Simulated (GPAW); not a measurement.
The system is Ga3Sb.

```
Sb Ga
1.0
    -2.15880    2.15880    4.76048
     2.15880   -2.15880    4.76048
     2.15880    2.15880   -4.76048
Sb Ga
1 3
Direct
  0.00000 0.00000 0.00000
  0.50000 0.50000 0.00000
  0.25000 0.75000 0.50000
  0.75000 0.25000 0.50000
```

The cell comes from a database or a generator and needn't be the stable form of this composition.

Base run:

```yaml
Program: GPAW 26.7.0
Functional: PBEsol
Potentials_or_basis: PAW data sets generated in the run's folder for this functional
Cutoff: 600 eV
Basis: pw
k_mesh: 9 × 9 × 9
Occupations: fermi-dirac, width 0.05 eV
Spin: no spin polarisation
```

Its results: pressure -3.8 GPa.

Task: The run is repeated on the same cell with these changes: k mesh from 9 × 9 × 9 to 6 × 6 × 6. What comes out?

Result: Pressure -3.4 GPa.

Not every run made on this cell is shown here.
